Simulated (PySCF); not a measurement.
# RuNH₂: relaxation and vibrations of the quartet

Aim: relax RuNH₂ as a quartet from a trigonal pyramidal start, check by its vibrations whether the end is a minimum, and collect its spectrum and constants.

The runs use PySCF 2.14.0; PBE0, basis Ru def2-TZVP with ECP28, N def2-TZVP, H def2-TZVP, scalar-relativistic core potentials, no spin–orbit coupling, density fitting.

### 1 The starting structure

4 atoms, charge 0, spin multiplicity 4.

Bond lengths: Ru1–N2 1.740 Å, Ru1–H3 1.570 Å, Ru1–H4 1.570 Å. Angles: N2–Ru1–H3 99.8°, N2–Ru1–H4 99.8°, H3–Ru1–H4 99.8°.

```xyz
4
charge 0 multiplicity 4
Ru   -0.0189    0.2019    0.0000
N     0.0000   -1.5380    0.0000
H     0.9544    0.4784   -1.2005
H     0.9544    0.4784    1.2005
```

### 2 First SCF at the start

One driver script runs all steps and calls PySCF; scf.py shows how it sets up the SCF of each step. The optimiser is the driver's own. After this first run the driver tries any further starts and a stability analysis.

Contents of scf.py:

```python
from pyscf import gto, scf, dft
mol = gto.M(atom='''
Ru    -0.018880     0.201890    -0.000000
N     -0.000000    -1.538040     0.000010
H      0.954390     0.478390    -1.200480
H      0.954400     0.478380     1.200490''',
    basis={'Ru': 'def2-TZVP', 'N': 'def2-TZVP', 'H': 'def2-TZVP'},
    ecp={'Ru': 'def2-TZVP'},
    charge=0, spin=3)
mf = dft.UKS(mol, xc='PBE0')
mf.grids.atom_grid = (50, 194)
aux = {'Ru': 'def2-universal-JKFIT', 'N': 'def2-universal-JKFIT', 'H': 'def2-universal-JKFIT'}
mf = mf.density_fit(auxbasis=aux)
mf.conv_tol = 1e-08
mf.diis_space = 10
mf.max_cycle = 60
mf.init_guess = 'minao'
mf.verbose = 4
mf.kernel()
```

On the command line:

```sh
$ OMP_NUM_THREADS=2 python axn.py task.json out
```

The runs that follow: Relaxing the quartet from the trigonal pyramidal start; Is it a minimum? Harmonic modes.

Before running it: what results should come out? Wanted: minimum; geometry; wavenumbers; dipole moment; highest occupied, lowest empty level; polar-tensor charge of Ru1; zero-point energy; atomisation energy; ⟨S²⟩.

As calculated:

```
                                          quantity                                                               value
                                           minimum                                                         quartet, Cs
                                          geometry  Ru–H 1.622 Å (×2), Ru–N 1.634 Å; H–Ru–H 117.5°, H–Ru–N 106.5° (×2)
                                wavenumbers (cm⁻¹)     558 (a'), 600 (a''), 649 (a'), 1028 (a'), 1975 (a'), 1987 (a'')
                                     dipole moment                                                              2.28 D
highest occupied, lowest empty level (either spin)                                                     -6.42, -4.15 eV
                        polar-tensor charge of Ru1                                                             +0.69 e
                                 zero-point energy                                                         40.7 kJ/mol
                               entropy at 298.15 K                                                     270.8 J/(mol K)
         atomisation energy (no zero-point energy)                                                          872 kJ/mol
                                              ⟨S²⟩                                                               3.763
```

What this shows: The molecule stays Cs, as typed, and the end point is a minimum. In the infrared the band at 1975 cm⁻¹ (a', stretch) leads. Most of the spin sits on Ru1 (Mulliken spin 2.19, against 3 for the whole molecule). Other starts or spin states, not run here, may lie lower. One determinant may miss the lowest occupation of an open d or f shell.
